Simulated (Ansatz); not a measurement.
**CH3NO2Si: how energies converge with the basis set**

The task here is to estimate one member of a computed series from the others.

Method: one geometry, several basis sets; program: Ansatz 0.2.0, Gaussian basis.

Plan: PBE0-D4/def2-SVP; ωB97M-V/def2-SVP; PBE0-D4/def2-QZVPP; ωB97M-V/def2-QZVPP; the functionals' def2-TZVPP values are taken from earlier runs.

### The relaxed structure

The geometry comes from an earlier relaxation with PBE0-D4 in a triple-zeta def2 set; it is a stationary point, not always the lowest conformer.

SMILES `O=C=N[SiH2]O`, 8 atoms, charge 0, spin multiplicity 1.

Atoms are counted from 1 here; the program's logs count them from 0.

Bond lengths: O1–C2 1.164 Å, C2–N3 1.194 Å, N3–Si4 1.711 Å, Si4–O5 1.634 Å, Si4–H6 1.476 Å, Si4–H7 1.480 Å, O5–H8 0.958 Å. Angles: O1–C2–N3 177.8°, C2–N3–Si4 160.5°, N3–Si4–O5 111.7°, N3–Si4–H6 109.2°, N3–Si4–H7 105.9°, O5–Si4–H6 106.0°, O5–Si4–H7 111.6°, H6–Si4–H7 112.5°, Si4–O5–H8 118.8°.

Set-up of the first run:

The input, in.yaml:

```yaml
crystal:
  periodic: [false, false, false]
  atoms:
    - {symbol: O, position_ang: [1.115858, -2.983687, 0.461129]}
    - {symbol: C, position_ang: [0.870075, -1.863154, 0.264818]}
    - {symbol: N, position_ang: [0.648129, -0.713358, 0.029538]}
    - {symbol: Si, position_ang: [-0.035002, 0.851927, 0.135459]}
    - {symbol: O, position_ang: [-1.552394, 0.889939, -0.470720]}
    - {symbol: H, position_ang: [-0.155193, 1.233687, 1.555763]}
    - {symbol: H, position_ang: [0.875189, 1.744341, -0.616967]}
    - {symbol: H, position_ang: [-1.674563, 0.783206, -1.414921]}
basis:
  gaussian: {orbitals: def2-SVP}
hamiltonian: {xc: pbe0, dispersion: d4}
output: {orbitals: {seedname: orbitals}}
```

Started as:

```
ansatz run in.yaml --threads 2 --pin off --events-out ev --progress --plain --max-ram 4352MiB
```

Among the steps run: PBE0-D4 in def2-SVP; ωB97M-V in def2-SVP; PBE0-D4 in def2-QZVPP; ωB97M-V in def2-QZVPP.

One of the session's tables, all rows but one given; the rest of the session is left out.

It belongs to the step «Functionals by basis». 

```
functional       basis  HOMO (eV)  LUMO (eV)
   PBE0-D4    def2-SVP      -8.54       0.33
   PBE0-D4  def2-TZVPP          ?          ?
   PBE0-D4  def2-QZVPP      -8.71      -0.31
   ωB97M-V    def2-SVP     -10.71       2.32
   ωB97M-V  def2-TZVPP     -10.90       1.58
   ωB97M-V  def2-QZVPP     -10.94       1.16
```

Estimate the missing values for PBE0-D4, def2-TZVPP.

**Answer.** HOMO (eV): -8.68; LUMO (eV): -0.13. In the column «HOMO (eV)» it lies between PBE0-D4, def2-QZVPP (-8.71) and PBE0-D4, def2-SVP (-8.54).
